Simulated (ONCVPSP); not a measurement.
**An ONCV potential for germanium, from input to tests**

Task: generate the file, and judge it by its errors in other configurations, its logarithmic derivatives, its ghosts and its cutoff.

Method: ONCVPSP 4.0.1.1 (patched build), LDA (Perdew-Wang 92), scalar-relativistic.

### 1 Settings

The settings as typed:

```json
{
 "element": "germanium (Ge, Z = 32)",
 "type": "optimised norm-conserving Vanderbilt (ONCV)",
 "frozen core": "[Ne] 3s2",
 "valence charge": "20",
 "reference configuration": "3p6 3d10 4s2 4p1 (charge +1)",
 "partial waves": "4s: rc 1.80 bohr, ncon 4, nbas 7, qcut 3.5 1/bohr, 2 projectors, debl 3 Ha; 3p+4p: rc 1.30 bohr, ncon 4, nbas 7, qcut 13 1/bohr, 2 projectors; 3d: rc 0.75 bohr, ncon 4, nbas 8, qcut 23.1 1/bohr, 1 projector",
 "local potential": "polynomial inside 0.55 bohr (lpopt 5, dvloc0 0 Ha)",
 "core correction": "not asked for"
}
```

The outer shells as boxes (Hund's rule for the drawing; the calculation is spin-unpolarised):

```
[Ne] core
3s [↑↓]
3p [↑↓][↑↓][↑↓]
3d [↑↓][↑↓][↑↓][↑↓][↑↓]
4s [↑↓]
4p [↑ ][  ][  ]
```

An earlier all-electron run gives the scale for the radii.

All-electron outer shells of the reference configuration (LDA (PZ), scalar-relativistic, ld1.x):

```csv
shell,level (eV),outermost node (bohr),outermost maximum (bohr)
2p,-1207.16,–,0.14
3s,-176.82,0.26,0.54
3p,-124.46,0.23,0.54
3d,-38.61,–,0.50
4s,-20.15,0.77,1.71
4p,-11.48,0.82,2.08
```

### 2 Generating the potential

File Ge.dat:

```
# ATOM AND REFERENCE CONFIGURATION
# atsym  z   nc   nv     iexc    psfile
  Ge 32.00    4    4  -001012      upf
#
#   n    l    f
    1    0    2.00
    2    0    2.00
    2    1    6.00
    3    0    2.00
    3    1    6.00
    3    2   10.00
    4    0    2.00
    4    1    1.00
#
# PSEUDOPOTENTIAL AND OPTIMIZATION
# lmax
    2
#
#   l,   rc,      ep,       ncon, nbas, qcut
    0    1.80    0.00    4    7    3.50
    1    1.30    0.00    4    7   13.00
    2    0.75    0.00    4    8   23.10
#
# LOCAL POTENTIAL
# lloc, lpopt,  rc(5),   dvloc0
    4    5    0.55    0.00
#
# VANDERBILT-KLEINMAN-BYLANDER PROJECTORs
# l, nproj, debl
    0    2    3.00
    1    2    3.80
    2    1    1.10
#
# MODEL CORE CHARGE
# icmod, fcfact, rcfact
    0    0.00    0.00
#
# LOG DERIVATIVE ANALYSIS
# epsh1, epsh2, depsh
   -6.00    5.00    0.04
#
# OUTPUT GRID
# rlmax, drl
    6.00    0.01
#
# TEST CONFIGURATIONS
# ncnf
    4
# nvcnf
#   n    l    f
    4
    3    1    6.00
    3    2   10.00
    4    0    2.00
    4    1    2.00
#
    4
    3    1    6.00
    3    2   10.00
    4    0    2.00
    4    1    0.00
#
    4
    3    1    6.00
    3    2   10.00
    4    0    1.00
    4    1    0.00
#
    4
    3    1    6.00
    3    2   10.00
    4    0    0.00
    4    1    4.00
#
```

Started as:

```bash
oncvpsp.x < Ge.dat > Ge.out
```

Before running it: what results should come out? Wanted: cutoffs for 1 and 0.1 mHa per electron, occupied waves; bound ghosts; GHOST(+) flags; largest test error; largest phase difference near zero energy, channels read.

The runs gave:

| quantity | value |
| --- | --- |
| cutoffs for 1 and 0.1 mHa per electron, occupied waves | 190 Ha and 216 Ha |
| bound ghosts | s at -394.05 eV |
| GHOST(+) flags | none at low energy |
| largest test error (AE − PS) | -28 meV, for 3p6 3d10 4s0 4p4 |
| largest phase difference near zero energy, channels read | 0.001 rad |

**Reading.** It has a bound ghost (s), a state that the atom doesn't have, and that rules the file out. By total energies transferability is fair: the largest error is 28 meV on 8.7 eV, for 3p6 3d10 4s0 4p4. The potential is very hard: the looser tolerance needs 190 Ha. At the looser tolerance the 3d wave is the slowest; 3p needs 53 Ha. Near zero energy the phases of the channels with partial waves agree within 0.001 rad. These are tests on the free atom; a crystal test is still owed.
